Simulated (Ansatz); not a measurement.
# Platinum, diamond under LDA: ground state and equation of state

The plan for platinum in the diamond structure: relax it, solve it on a dense k-mesh, switch on spin-orbit coupling, then scale the cell to 7 volumes from 88 to 112 % of the relaxed one and try a fit of the equation of state. The k-meshes are 10×10×10 for the relaxation; 16×16×16 for the dense run; 10×10×10 for spin-orbit coupling; 11×11×11 for the volumes.

This is Pt in the diamond structure; at room conditions it is fcc.

Program: Ansatz 0.2.0. Level of theory: DFT LDA (PW92), plane waves (420 eV) with PAW, scalar-relativistic; the PAW data stem from PBE, with regenerated cores. These are calculated values, not measurements.

### Step 1. The starting structure

It takes space group Fd-3m (No. 227, cubic). The conventional cell has a = 5.463 Å, b = 5.463 Å, c = 5.463 Å, α = 90.00°, β = 90.00°, γ = 90.00°. Around Pt (site symmetry -43m) lie 4 Pt at 2.37 Å.

Coordinates:

```
CELL_PARAMETERS angstrom
0.00000 2.73141 2.73141
2.73141 0.00000 2.73141
2.73141 2.73141 0.00000
ATOMIC_POSITIONS crystal
Pt 0.12500 0.12500 0.12500
Pt 0.87500 0.87500 0.87500
```

### Step 2. Relaxing cell and atoms

Contents of input.yaml:

```yaml
crystal:
  lattice:
    - [0.0, 2.731412573, 2.731412573]
    - [2.731412573, 0.0, 2.731412573]
    - [2.731412573, 2.731412573, 0.0]
  atoms:
    - { symbol: Pt, position: [0.125, 0.125, 0.125] }
    - { symbol: Pt, position: [0.875, 0.875, 0.875] }
hamiltonian:
  xc: lda
  pseudopotentials:
    kind: paw
    azcp:
      Pt: "pseudopotentials/Pt.paw.azcp"
basis:
  ecutwfc: 420
  fft_grid_basis: typed
kpoints:
  mp_grid: { grid: [10, 10, 10], shift: [0, 0, 0] }
magnetization:
  spin_polarized: false
scf:
  occupations: { method: fermi_dirac, width: 0.1 }
relax:
  max_steps: 60
  f_tol: 0.01
  cell: {}
```

After this run come: Single point on a dense mesh; Spin-orbit coupling switched on; The cell scaled to 88 % of its volume; The cell scaled to 92 % of its volume; The cell scaled to 96 % of its volume; The cell scaled to 100 % of its volume; The cell scaled to 104 % of its volume; The cell scaled to 108 % of its volume; The cell scaled to 112 % of its volume.

What does the calculation give? Wanted: space group; conventional cell; volume; shortest distance; gap on the mesh; relative to fcc; V₀, B₀, B₀′.

**Answer**, as computed:

```
                      quantity                         value
space group (spins left aside)               Fd-3m (No. 227)
             conventional cell                   a = 5.649 Å
                        volume                22.536 Å³/atom
             shortest distance                       2.446 Å
               gap on the mesh  none (levels filled in part)
               relative to fcc                +1318 meV/atom
                   V₀, B₀, B₀′  22.471 Å³/atom, 148 GPa, 5.3
```

**Reading.** From the guessed start the volume grew by 10.6 % in 5 steps. It lies 1318 meV/atom above the element's reference form at the same level (fcc, from a run of its own), so it is far from stable. No gap shows: it is a metal or semimetal at this level. The total energy of the spin-orbit run lies -33.3 eV/atom from the scalar one, but the two kinds of run don't share a zero of energy: only differences within one kind count. The fitted modulus is 148 GPa. Relaxation kept the symmetry; phonons were not checked.
